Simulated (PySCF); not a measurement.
# The bond of TlS, level by level

The task here is to estimate one member of a computed series from the others.

Program: PySCF 2.14.0. Level of theory: Tl cc-pVDZ-PP with ECP60, S cc-pV(D+d)Z, scalar-relativistic core potentials. These are calculated values, not measurements.

Set-up of the first run:

A driver script around PySCF takes these settings:

```yaml
atoms: Tl, S
charge: 0
basis: Tl cc-pVDZ-PP with ECP60, S cc-pV(D+d)Z
Hamiltonian: scalar-relativistic core potentials
basis_functions: 46
electrons_treated: 37
masses_in_u: 204.9744, 31.9721
levels: PBE0, PBE, r²SCAN, B3LYP, TPSSh, BLYP, HF, MP2, SCS-MP2, CCSD, CCSD(T)
grid: 80 radial by 434 angular points
occupations: held fixed by the projection of orbital angular momentum
dissociation_limit: Tl + S, each in its ground configuration
starting_distance_in_angstrom: 2.415
values_of_2S_to_try: 1, 3
```

Launch:

```sh
$ OMP_NUM_THREADS=1 python dia.py task.json out
```

Among the steps run: Set-up; PBE0 along the bond; Other states along the same grid; PBE (GGA); r²SCAN (meta-GGA); B3LYP (global hybrid GGA); TPSSh; BLYP (GGA); UHF; Adding correlation.

One of the session's tables, all rows but one given; the rest of the session is left out.

Energy (eV) from each level's lowest point:

```
R (Å)    UHF  UHF-MP2  UHF-SCS-MP2  UHF-CCSD  UHF-CCSD(T)
2.255  0.840    0.742        0.784       n/a          n/a
2.360  0.387    0.320        0.349     0.348        0.352
2.465  0.132    0.094        0.111     0.110        0.113
2.543  0.036    0.017        0.025     0.025        0.027
2.622  0.000    0.000        0.000     0.000        0.000
2.701  0.010    0.028        0.020     0.020        0.019
2.805  0.075    0.117        0.100     0.099        0.096
2.937      ?        ?            ?         ?            ?
3.094  0.430    0.530        0.493     0.485        0.477
3.304  0.751    0.895        0.848       n/a          n/a
```

Q: Estimate the row for R (Å) = 2.937 from the others.

Worked estimate for «UHF». A straight line through the neighbours (2.805, 0.075) and (3.094, 0.430) gives 0.075 + (0.430 − 0.075) × (2.937 − 2.805) / (3.094 − 2.805) = 0.237; a parabola fitted to 4 rows on both sides gives 0.223.

The run gave: UHF: 0.214; UHF-MP2: 0.283; UHF-SCS-MP2: 0.256; UHF-CCSD: 0.253; UHF-CCSD(T): 0.248. In «UHF» the line misses by +0.023 and the parabola by +0.009.
